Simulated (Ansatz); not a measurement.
# Hf2Pd2Se2Br2O3 (P-3m1) in Ansatz: density of states with PBE

Aim: the density of states of Hf2Pd2Se2Br2O3 with PBE.

Everything below comes from runs of Ansatz 0.2.0. Logs are shortened: lines on timing, memory, paths and dates and some standing lists are left out, and cuts for length are marked.

### 1 The crystal as given

Symmetry: P-3m1, No. 164, trigonal system. Conventional cell: a = 3.726 Å, b = 3.726 Å, c = 17.009 Å, α = 90.00°, β = 90.00°, γ = 120.00°. Hf (site symmetry 3m) has 7 O at 2.15 to 2.43 Å as nearest neighbours. Pd (site symmetry 3m) has 3 Se at 2.51 Å and 3 Br at 2.70 Å as nearest neighbours. Se (site symmetry 3m) has 3 Pd at 2.51 Å and 1 Hf at 2.73 Å as nearest neighbours. Br (site symmetry 3m) is surrounded by 3 Pd at 2.70 Å. O (site symmetry 3m) is surrounded by 4 Hf at 2.15 to 2.37 Å. O (site symmetry -3m) has 6 Hf at 2.43 Å and 6 O at 2.48 Å as nearest neighbours.

The cell was built by a generator and needn't be a form met in nature.

### 2 Density of states, PBE

Contents of input.yaml:

```yaml
crystal:
  lattice:
    - [3.72613, 0.0, 0.0]
    - [-1.86306, 3.22692, 0.0]
    - [0.0, 0.0, 17.00867]
  atoms:
    - { symbol: Hf, position: [0.66667, 0.33333, 0.93385] }
    - { symbol: Hf, position: [0.33333, 0.66667, 0.06615] }
    - { symbol: Pd, position: [0.0, 0.0, 0.30298] }
    - { symbol: Pd, position: [0.0, 0.0, 0.69702] }
    - { symbol: Se, position: [0.33333, 0.66667, 0.22649] }
    - { symbol: Se, position: [0.66667, 0.33333, 0.77351] }
    - { symbol: Br, position: [0.66667, 0.33333, 0.39862] }
    - { symbol: Br, position: [0.33333, 0.66667, 0.60138] }
    - { symbol: O, position: [0.33333, 0.66667, 0.92689] }
    - { symbol: O, position: [0.66667, 0.33333, 0.07311] }
    - { symbol: O, position: [0.0, 0.0, 0.0] }
kpoints:
  mp_grid: { grid: [6, 6, 2] }
scf:
  occupations: { method: fermi_dirac, width: 0.05 }
hamiltonian:
  xc: pbe
  pseudopotentials: { kind: all_electron, datasets: crystal }
output:
  forces: true
  stress: true
  eigenvalues: true
  dos: { projected: false, de: 0.1, e_range: [-20, 10] }
```

Potentials or basis: all-electron PAW datasets made for the crystal.

Command:

```bash
ansatz run input.yaml --threads 8 --pin off --max-ram 24576MiB --backend cpu --events-out ev --progress --plain --runs-dir out
```

Standard output:

```text
Warning: the atoms were moved onto the symmetric positions of the space group found under crystal.symmetry.tolerance 1.0e-5 (fractional; no operation is sought that the atoms, as they stand in a round, miss by more than twice it, and no atom is moved by as much as it), and the run uses the moved positions. Before a round's move an operation carried an atom to 3.73e-5 Å from where it should land, the largest such distance. Atom 0 (counting from 0) moved farthest, by 2.15e-5 Å; the longest move in fractions of the cell, of whichever atom, is 0.47 of the tolerance, in 1 round. To run the atoms as typed, lower crystal.symmetry.tolerance until the operations that they miss are no longer found, or set crystal.symmetry.detect: false (a key that needs symmetry detection or time reversal refuses this as the deck is read). The positions used, in the order of the run's atom list: position: [0.6666666666666666, 0.3333333333333333, 0.93385]; position: [0.3333333333333333, 0.6666666666666666, 0.06615]; position: [0.0, 0.0, 0.30298]; position: [0.0, 0.0, 0.69702]; position: [0.3333333333333333, 0.6666666666666666, 0.22649]; position: [0.6666666666666666, 0.3333333333333333, 0.77351]; position: [0.6666666666666666, 0.3333333333333333, 0.39862]; position: [0.3333333333333333, 0.6666666666666666, 0.60138]; position: [0.3333333333333333, 0.6666666666666666, 0.92689]; position: [0.6666666666666666, 0.3333333333333333, 0.07311]; position: [0.0, 0.0, 0.0]; The lattice was moved too: crystal.lattice keeps the space group found at crystal.symmetry.tolerance 1.0e-5 only nearly: the operation that it misses by the most changes a squared length by the fraction 3.29e-6. The run uses the lattice that is a stretch of the typed one, with no rotation, onto the one that keeps every operation to a double's rounding (on a very oblique basis the stretch itself rounds by more); the deck's lattice vector that moved farthest moved by 3.44e-6 Å. To run the lattice as typed, set crystal.symmetry.tolerance under 1.88e-7, the least fraction by which an operation that the lattice misses changes a squared length (the same key also sets how far an atom may lie from its image, so lowering it can lose operations that the atoms keep only within it), or set crystal.symmetry.detect: false, as for the atoms. crystal.lattice made exact, in Å and degrees: [[3.726128130654974, -2.886751346029518e-6, 0.0], [-1.8630615653274871, 3.2269230622787024, 0.0], [0.0, 0.0, 17.00867]]. Pasted over the deck's crystal.lattice, beside positions in fractional coordinates, it runs the same cell (given as lengths and angles, that cell in the form's own orientation, a rigid turn of the misfit's size from the one run here, for which a checkpoint.post_process_only pass over this run's state can be refused: where this run relaxes nothing, give such a pass this deck's own crystal.lattice, as typed; behind a relaxation, as crystal.lattice, the state's own cell, identity.cell in its checkpoint.json), and a matrix so pasted ends this notice, except on a very skew basis of the lattice, where the rounding of the pasted numbers themselves can read as a misfit: the cell is then moved again, and that move is told again. The lattice as run is in this notice's lattice.as_run_ang field (Run.prep()["deck_notices"] in Python, the deck_notice line of an events file, deck_notices of ansatz run --dry-run=json, or deck_notices in record.json in the deck's checkpoint.write directory).
Warning: RAYON_NUM_THREADS=8 ignored (pool sized by the plan → 8); use --threads N
[... 102 lines left out ...]
  k-point 2: bands = ["-72.0414", "-72.0414", "-50.8118", "-50.7759", "-37.8024", "-37.8024", "-37.7755", "-37.7755", "-37.7742", "-37.7742", "-35.6361", "-35.6361", "-35.6360", "-35.6360", "-35.5885", "-35.5885", "-35.5883", "-35.5883", "-35.5734", "-35.5734", "-19.6998", "-19.5566", "-19.4815", "-19.3752", "-19.3403", "-19.2844", "-8.0182", "-7.3234", "-5.8542", "-2.7580", "-2.6637", "-1.1312", "-1.1305", "-0.7467", "-0.7460", "-0.7381", "-0.7378", "-0.7339", "-0.7193", "-0.7160", "-0.7056", "-0.7052", "-0.6994", "-0.6945", "-0.6935", "-0.6755", "-0.6177", "5.1280", "5.2312", "5.5782", "6.2543", "6.4523", "6.9818", "7.1218", "7.6671", "7.7076", "7.9467", "8.0746", "8.0810", "8.6792", "8.7916", "8.9695", "9.1939", "9.2159", "9.5910", "9.6007", "9.8295", "10.0487", "10.2057", "10.6721", "10.9431", "11.1490", "11.1898", "11.1992", "12.5542", "12.6345", "12.8394", "13.2218", "13.8961", "14.0365", "15.5046", "15.9748", "16.0560", "16.4869"]
  k-point 13: bands = ["-72.0411", "-72.0411", "-50.7891", "-50.7891", "-37.8021", "-37.8021", "-37.7798", "-37.7798", "-37.7783", "-37.7783", "-35.6365", "-35.6365", "-35.6359", "-35.6359", "-35.5889", "-35.5889", "-35.5877", "-35.5877", "-35.5733", "-35.5733", "-19.7486", "-19.7486", "-19.6513", "-19.4011", "-19.3341", "-19.3341", "-6.8878", "-6.8878", "-6.4470", "-2.2643", "-2.2643", "-0.7764", "-0.7764", "-0.7499", "-0.7499", "-0.7373", "-0.7366", "-0.7298", "-0.7298", "-0.7123", "-0.7095", "-0.7095", "-0.7043", "-0.6989", "-0.6989", "-0.5307", "-0.5307", "4.7942", "4.7942", "6.5120", "6.6919", "6.6919", "7.4270", "7.7021", "7.7033", "7.7033", "7.7922", "7.7922", "7.8556", "8.3532", "8.3532", "8.5155", "8.5155", "8.5896", "9.1441", "9.1785", "9.4886", "9.4886", "10.1467", "10.1488", "10.6528", "10.6528", "10.7427", "10.7427", "11.9004", "12.2844", "12.2844", "12.6708", "12.6708", "14.1956", "14.8142", "15.8280", "15.8280", "16.4960"]
```

dos.tsv:

```text
# E-E_F[eV]	g_bin_mean(E)[states/eV]	N(E)
# format = ansatz-dos/2
# fermi_ev = 12.613490
# fermi_mp_grid = 6 6 2
# fermi_mp_shift = 0 0 0
# levels_not_solved_further = solved_sites
# tetrahedron_fermi_ev = 12.608503
# levels_read_in_place: this table is built on the levels of the run's own state as they stand, and no solve holds the run's band table (levels_not_solved_further names the reason, in the words of bands.not_solved_further in the JSON report). Each level is converged only as far as the self-consistency loop (at a density that was read, or that a workflow's scf step handed on, the one solve at it), or a further solve at its close, took it, and the bands are not shown to hold every level, so a level may be missing and a value may be a higher level than its place says. The run's notice product_built_on_unsolved_table says the same. The notice band_table_not_solved_further in this run's record says why the table was not solved and what to do about it.
# g_bin_mean(E): the states in a bin one row spacing wide, centred on E, divided by that spacing. States that the method places at a single energy (under output.dos.method: tetrahedron, those of a tetrahedron whose four corners have one energy) are counted whole in the row whose bin holds that energy (on the edge of two bins, in the lower row). The sum of g_bin_mean over a run of rows, times the row spacing, is the number of states from half a spacing under the first of them to half a spacing over the last (a plain sum, not the trapezoid rule).
-20.000000	2.847367e0	5.286323e1
-19.900000	3.666695e0	5.320921e1
-19.800000	4.251528e0	5.360079e1
-19.700000	7.177446e0	5.407142e1
-19.600000	9.068190e0	5.503172e1
-19.500000	5.536760e0	5.600000e1
[... 293 lines left out ...]
9.900000	0.000000e0	1.860000e2
10.000000	0.000000e0	1.860000e2
```

Run time: 16 s. Hardware: 8 threads of Intel Xeon 6975P-C (Granite Rapids), shared host; peak memory 3.2 GiB.

Results:

- Free energy: -1375368.9063 eV
- Pressure: 0.0 GPa
- Largest force: 0.077 eV/Å
- Band gap on the k mesh: none (metal or under the smearing width)

Forces in eV/Å, atoms in the order of the input:
```
Hf   0.000  0.000 -0.057
Hf   0.000  0.000  0.057
Pd   0.000  0.000  0.024
Pd   0.000  0.000 -0.024
Se   0.000  0.000 -0.077
Se   0.000  0.000  0.077
Br   0.000  0.000  0.006
Br   0.000  0.000 -0.006
O    0.000  0.000 -0.022
O    0.000  0.000  0.022
O    0.000  0.000  0.000
```

Levels at points of the mesh, in eV from the Fermi level:
```csv
k point,band 71,band 72,band 73,band 74,band 75,band 76,band 77,band 78,band 79,band 80
"(0.00, 0.00, 0.00)",-1.52,-1.52,-1.45,-1.45,0.14,0.14,0.83,0.83,1.45,1.45
"(0.00, 0.00, -0.50)",-1.50,-1.50,-1.47,-1.47,0.16,0.16,0.81,0.81,1.46,1.46
"(0.00, -0.50, 0.00)",-2.35,-2.34,-2.04,-2.02,-0.05,0.11,0.21,0.49,0.88,1.41
"(0.00, -0.50, -0.50)",-2.35,-2.34,-2.04,-2.02,0.02,0.05,0.26,0.43,0.87,1.43
```

States per cell in windows of 1 eV (zero at the Fermi level; states under -8 eV left out):
| from (eV) | total |
| --- | --- |
| -8.0 | 3.11 |
| -7.0 | 5.51 |
| -6.0 | 7.09 |
| -5.0 | 11.85 |
| -4.0 | 10.48 |
| -3.0 | 9.61 |
| -2.0 | 6.35 |
| -1.0 | 3.39 |
| 0.0 | 5.78 |
| 1.0 | 2.82 |
| 2.0 | 2.55 |
| 3.0 | 5.84 |
| 4.0 | 6.17 |
| 5.0 | 5.78 |
| 6.0 | 4.80 |
| 7.0 | 0.87 |

Caveat: the k mesh is thin for a metal, which can move the energy by tens of meV per atom; the program warned that the printed levels may be off, so bands, gaps and densities of states are rough; this functional lacks dispersion, which binds the layers, so the pressure and a relaxed spacing across them are unreliable; the density of states is complete only up to the lowest level of the last band computed. Spin-orbit coupling is left out, which matters for the levels of Hf.
